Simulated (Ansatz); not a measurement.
# C3H7B: up Jacob's ladder to CCSD(T)

Aim: compute C3H7B with functionals from several rungs and with coupled cluster, and see how far each lands from CCSD(T) at the basis-set limit for the atomisation energy.

Computed with Ansatz 0.2.0, Gaussian basis. Level: functionals in def2-TZVPP, the program's frozen cores in correlated methods.

Levels to be run: LDA (SPW92), PBE-D4, revPBE-D4, BLYP-D4, r2SCAN-D4, B97M-V, PBE0-D4, B3LYP-D4, r2SCANh-D4, r2SCAN0-D4, HSE06-D4, BHLYP-D4, CAM-B3LYP-D4, LC-ωPBE, ωB97X-V, ωB97M-V, B2PLYP, PBE-QIDH; CCSD(T)/def2-SVP; CCSD(T)/def2-TZVPP; MP2/def2-QZVPP; extrapolation to the limit; RPA on PBE.

## Step 1: Structure used throughout

An earlier PBE0-D4 in a triple-zeta def2 set relaxation fixed the geometry.

SMILES `B1CCC1`, 11 atoms, charge 0, spin multiplicity 1.

Atoms are counted from 1 here; the program's logs count them from 0.

Bond lengths: B1–C2 1.546 Å, B1–C4 1.546 Å, B1–H5 1.197 Å, C2–C3 1.578 Å, C2–H6 1.089 Å, C2–H7 1.087 Å, C3–C4 1.578 Å, C3–H8 1.089 Å, C3–H9 1.090 Å, C4–H10 1.087 Å, C4–H11 1.089 Å. Angles: C2–B1–C4 97.0°, C2–B1–H5 125.9°, C4–B1–H5 125.9°, B1–C2–C3 73.5°, B1–C2–H6 118.2°, B1–C2–H7 121.5°, C3–C2–H6 107.2°, C3–C2–H7 118.6°, H6–C2–H7 111.7°, C2–C3–C4 94.4°, C2–C3–H8 113.4°, C2–C3–H9 113.3°, C4–C3–H8 113.4°, C4–C3–H9 113.3°, H8–C3–H9 108.6°, B1–C4–C3 73.5°, B1–C4–H10 121.5°, B1–C4–H11 118.2° and more.

As a file:

```csv
atom,x (Å),y (Å),z (Å)
B1,-0.1331,0.5564,-0.9367
C2,-0.1730,1.0579,0.5253
C3,0.4604,-0.3867,0.5655
C4,-0.4108,-0.9336,-0.6310
H5,0.5814,0.9733,-1.8018
H6,-1.1199,1.0095,1.0601
H7,0.4309,1.9004,0.8534
H8,0.2848,-0.9104,1.5036
H9,1.5309,-0.3945,0.3588
H10,-0.0021,-1.7266,-1.2526
H11,-1.3840,-1.2027,-0.2243
```

## Step 2: LDA

This LDA is Slater exchange with PW92 correlation.

The input, in.yaml:

```yaml
crystal:
  periodic: [false, false, false]
  atoms:
    - {symbol: B, position_ang: [-0.133090, 0.556356, -0.936668]}
    - {symbol: C, position_ang: [-0.173024, 1.057890, 0.525332]}
    - {symbol: C, position_ang: [0.460393, -0.386667, 0.565467]}
    - {symbol: C, position_ang: [-0.410791, -0.933634, -0.630982]}
    - {symbol: H, position_ang: [0.581403, 0.973337, -1.801761]}
    - {symbol: H, position_ang: [-1.119888, 1.009522, 1.060113]}
    - {symbol: H, position_ang: [0.430899, 1.900435, 0.853385]}
    - {symbol: H, position_ang: [0.284777, -0.910450, 1.503643]}
    - {symbol: H, position_ang: [1.530902, -0.394460, 0.358760]}
    - {symbol: H, position_ang: [-0.002101, -1.726620, -1.252573]}
    - {symbol: H, position_ang: [-1.383979, -1.202713, -0.224314]}
basis:
  gaussian: {orbitals: def2-TZVPP}
hamiltonian: {xc: lda}
output: {orbitals: {seedname: orbitals}}
```

Command:

```
ansatz run in.yaml --threads 2 --pin off --events-out ev --progress --plain --max-ram 4352MiB
```

After this run come: PBE-D4 (GGA); revPBE-D4 (GGA); BLYP-D4 (GGA); r2SCAN-D4 (meta-GGA); B97M-V (meta-GGA); PBE0-D4 (hybrid); B3LYP-D4 (hybrid); r2SCANh-D4 (hybrid); r2SCAN0-D4 (hybrid); HSE06-D4 (hybrid); BHLYP-D4 (hybrid); CAM-B3LYP-D4 (range-separated); LC-ωPBE (range-separated); ωB97X-V (range-separated); ωB97M-V (range-separated); B2PLYP (double hybrid); PBE-QIDH (double hybrid); CCSD(T) in def2-SVP; CCSD(T) in def2-TZVPP; MP2 in def2-QZVPP; RPA on PBE orbitals.

Before running them: what should the planned runs give, taken together? Wanted: atomisation energy, CCSD(T)/CBS; farthest beyond LDA; mean size of error, GGA; mean size of error, meta-GGA; mean size of error, hybrid; mean size of error, range-separated; mean size of error, double hybrid; gap, smallest and largest; T1 diagnostic.

The runs gave:

| quantity | value |
| --- | --- |
| atomisation energy, CCSD(T)/CBS | 4316.2 kJ/mol |
| functionals within 21.6 kJ/mol (0.5 %) | revPBE-D4, BLYP-D4, B3LYP-D4, r2SCAN0-D4 |
| farthest beyond LDA | PBE-D4 (+107.3 kJ/mol) |
| mean size of error, GGA | 44.3 kJ/mol |
| mean size of error, meta-GGA | 39.1 kJ/mol |
| mean size of error, hybrid | 41.5 kJ/mol |
| mean size of error, range-separated | 32.1 kJ/mol |
| mean size of error, double hybrid | 25.8 kJ/mol |
| gap, smallest and largest | 5.02 eV (LDA (SPW92)), 12.40 eV (LC-ωPBE) |
| T1 diagnostic | 0.0102 |
| triples share of the correlation energy | 4.0 % |

What this shows: LDA overbinds by 602.3 kJ/mol (14 %). PBE-D4 is off by +107.3 kJ/mol. Double hybrids carry the basis error of their MP2 part in triple zeta, and no dispersion term here, so their miss is partly the set-up's. By mean error the best rung here is double hybrid (25.8 kJ/mol) and the worst beyond LDA is GGA (44.3 kJ/mol). The gap between the best rungs is small, so their order is not settled. The reference freezes the cores and leaves out relativity and excitations past (T), so misses under about 21.6 kJ/mol can't be ranked. Hartree-Fock recovers 76 % of the binding; the rest is correlation. CCSD(T) in def2-SVP is off by -152.2 kJ/mol, which most functionals beat. Orbital gaps span 5.0 to 12.4 eV; exact exchange widens them.
